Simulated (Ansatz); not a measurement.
**C2Cl2N2O2Zr: one species, many methods**

An exercise on one series of results from a longer session: the logs are not shown, and one member is left open.

Program: Ansatz 0.2.0, Gaussian basis. Level of theory: functionals in def2-TZVPP, the program's frozen cores in correlated methods. These are calculated values, not measurements.

The runs, in order: LDA (SPW92), PBE-D4, revPBE-D4, BLYP-D4, r2SCAN-D4, B97M-V, PBE0-D4, B3LYP-D4, r2SCANh-D4, r2SCAN0-D4, HSE06-D4, BHLYP-D4, CAM-B3LYP-D4, LC-ωPBE, ωB97X-V, ωB97M-V, B2PLYP, PBE-QIDH; CCSD(T)/def2-SVP; CCSD(T)/def2-TZVPP; MP2/def2-QZVPP; extrapolation to the limit; RPA on PBE.

2 further runs of the same task are left out: 2 for a known fault of the program.

## The geometry

An earlier PBE0-D4 in a triple-zeta def2 set relaxation fixed the geometry. Zr takes the def2 core potential; no spin-orbit term is included.

SMILES `O=C=[N][Zr]([Cl])([Cl])[N]=C=O`, 9 atoms, charge 0, spin multiplicity 1.

Atoms are counted from 1 here; the program's logs count them from 0.

Bond lengths: O1–C2 1.160 Å, C2–N3 1.206 Å, N3–Zr4 2.009 Å, Zr4–Cl5 2.329 Å, Zr4–Cl6 2.329 Å, Zr4–N7 2.009 Å, N7–C8 1.206 Å, C8–O9 1.160 Å. Angles: O1–C2–N3 179.9°, C2–N3–Zr4 179.2°, N3–Zr4–Cl5 109.4°, N3–Zr4–Cl6 109.4°, N3–Zr4–N7 108.7°, Cl5–Zr4–Cl6 110.5°, Cl5–Zr4–N7 109.4°, Cl6–Zr4–N7 109.4°, Zr4–N7–C8 179.4°, N7–C8–O9 179.9°.

The first run:

The input, in.yaml:

```yaml
crystal:
  periodic: [false, false, false]
  atoms:
    - {symbol: O, position_ang: [-1.090127, -0.716853, -3.683157]}
    - {symbol: C, position_ang: [-0.881792, -0.315664, -2.614872]}
    - {symbol: N, position_ang: [-0.664522, 0.100225, -1.504361]}
    - {symbol: Zr, position_ang: [-0.319604, 0.816562, 0.340974]}
    - {symbol: Cl, position_ang: [-2.345947, 1.085542, 1.457653]}
    - {symbol: Cl, position_ang: [0.801846, 2.851996, 0.183982]}
    - {symbol: N, position_ang: [0.823311, -0.500656, 1.339024]}
    - {symbol: C, position_ang: [1.508668, -1.283596, 1.947869]}
    - {symbol: O, position_ang: [2.168146, -2.037565, 2.532867]}
basis:
  gaussian: {orbitals: def2-TZVPP}
hamiltonian: {xc: lda}
output: {orbitals: {seedname: orbitals}}
```

On the command line:

```bash
> ansatz run in.yaml --threads 2 --pin off --events-out ev --progress --plain --max-ram 32768MiB --backend cuda --devices 0, --max-vram 18GiB
```

Among the steps run: LDA; PBE-D4 (GGA); revPBE-D4 (GGA); BLYP-D4 (GGA); r2SCAN-D4 (meta-GGA); B97M-V (meta-GGA); B3LYP-D4 (hybrid); r2SCANh-D4 (hybrid); r2SCAN0-D4 (hybrid); HSE06-D4 (hybrid); BHLYP-D4 (hybrid); CAM-B3LYP-D4 (range-separated); LC-ωPBE (range-separated); ωB97X-V (range-separated); ωB97M-V (range-separated); B2PLYP (double hybrid); PBE-QIDH (double hybrid).

One of the session's tables, all rows but one given; the rest of the session is left out.

It belongs to the step «Frontier levels by functional». 

```
  functional  HOMO (eV)  LUMO (eV)  gap (eV)
 LDA (SPW92)      -8.06      -3.62      4.44
      PBE-D4      -7.82      -3.36      4.46
   revPBE-D4      -7.73      -3.26      4.47
     BLYP-D4      -7.66      -3.21      4.46
   r2SCAN-D4      -8.15      -3.24      4.91
      B97M-V      -8.14      -3.13      5.02
     PBE0-D4      -9.19      -2.63      6.56
    B3LYP-D4          ?          ?         ?
  r2SCANh-D4      -8.66      -2.97      5.69
  r2SCAN0-D4      -9.43      -2.54      6.89
    HSE06-D4      -8.79      -3.00      5.80
    BHLYP-D4     -10.46      -1.68      8.77
CAM-B3LYP-D4     -10.52      -1.57      8.94
     LC-ωPBE     -11.84      -0.49     11.35
     ωB97X-V     -11.47      -0.53     10.94
     ωB97M-V     -11.35      -0.57     10.79
```

**Question.** Estimate the row for B3LYP-D4.

Worked estimate for «HOMO (eV)». Against the share of exact exchange, BLYP-D4 (0, -7.66), BHLYP-D4 (0.5, -10.46) give a slope of -5.60 per unit share; at 0.2 the line stands at -8.78.

**Answer.** HOMO (eV): -8.93; LUMO (eV): -2.81; gap (eV): 6.12. In «HOMO (eV)» the line misses by +0.15.
